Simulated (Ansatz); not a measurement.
## Eu₃Mg, space group Pm-3m: a test of the smearing width, step by step

Computed with Ansatz 0.2.0 through its Python package.

Run as a notebook:

In [1]:
```python
from dataclasses import dataclass

import ansatz as az
from tabulate import tabulate
```

In [2]:
```python
@dataclass
class RunConfig:
    functional: str = "pbesol"
```

In [3]:
```python
opts = RunConfig()
```

In [4]:
```python
structure = (
    az.Lattice.of([5.29907, 0.0, 0.0], [0.0, 5.29907, 0.0], [0.0, 0.0, 5.29907])
    .atom("Eu", [0.5, 0.5, 0.0])
    .atom("Eu", [0.5, 0.0, 0.5])
    .atom("Eu", [0.0, 0.5, 0.5])
    .atom("Mg", [0.0, 0.0, 0.0])
    .moments(Eu=7)
)
```

In [5]:
```python
len(structure.resolved().sites)
```
Out [5]:
```text
4
```

In [6]:
```python
base = (
    structure.calculation()
    .functional(opts.functional)
    .kpoints(5)
    .spin(az.SpinTreatment.COLLINEAR)
)
```

In [7]:
```python
rows = []
for value in [0.5, 0.3, 0.2, 0.1]:
    report = base.occupations("cold", width=value).run().report
    rows.append((value, report["free_energy_ev"] / len(report["lattice"]["sites"]), report["n_iterations"], report["magnetization_mub"], report["n_kpoints"]))
```
```text
DeckWarning: basis.ecutwfc = 420 eV, auto-derived from the records' recommended cutoffs: set by Eu (normal level)
```

In [8]:
```python
print(tabulate(rows, headers=["width (eV)", "F/atom (eV)", "iterations", "moment (muB)", "k-points"], floatfmt=".4f", tablefmt="github"))

for row in rows[:-1]:
    shift = 1000 * (row[1] - rows[-1][1])
    print(f"{row[0]}: {shift:+.2f} meV/atom" + ("  (within 2 meV)" if abs(shift) < 2 else ""))
```
```text
|   width (eV) |   F/atom (eV) |   iterations |   moment (muB) |   k-points |
|--------------|---------------|--------------|----------------|------------|
|       0.5000 |    -6976.1571 |           17 |        22.8986 |         10 |
|       0.3000 |    -6976.2472 |           19 |        23.1215 |         10 |
|       0.2000 |    -6976.3025 |           21 |        23.0819 |         10 |
|       0.1000 |    -6976.3399 |           15 |        22.7825 |         10 |
0.5: +182.77 meV/atom
0.3: +92.63 meV/atom
0.2: +37.35 meV/atom
```

Going from 0.1 to 0.5 eV changes F by +182.8 meV an atom. This scheme is built to cancel the term in the square of the width, but that needs a smooth density of states and a fine mesh, and here a sizeable shift remains.

Open f shells: without a Hubbard U, without spin-orbit coupling; the state reached hangs on the start and needn't be the lowest. For a metal this k-point mesh is coarse: on a finer one energies can move by several to tens of meV an atom and pressures by half a GPa or more, differences at one mesh by less. The narrowest width needs the finest mesh, so the last row is no converged reference. This cell is a computed structure, which may not be the phase found in nature. Warnings are shown shortened and without file and line. Finished in 88 s on 1 thread of Arm Neoverse V2 (shared host), peak memory 0.58 GiB.
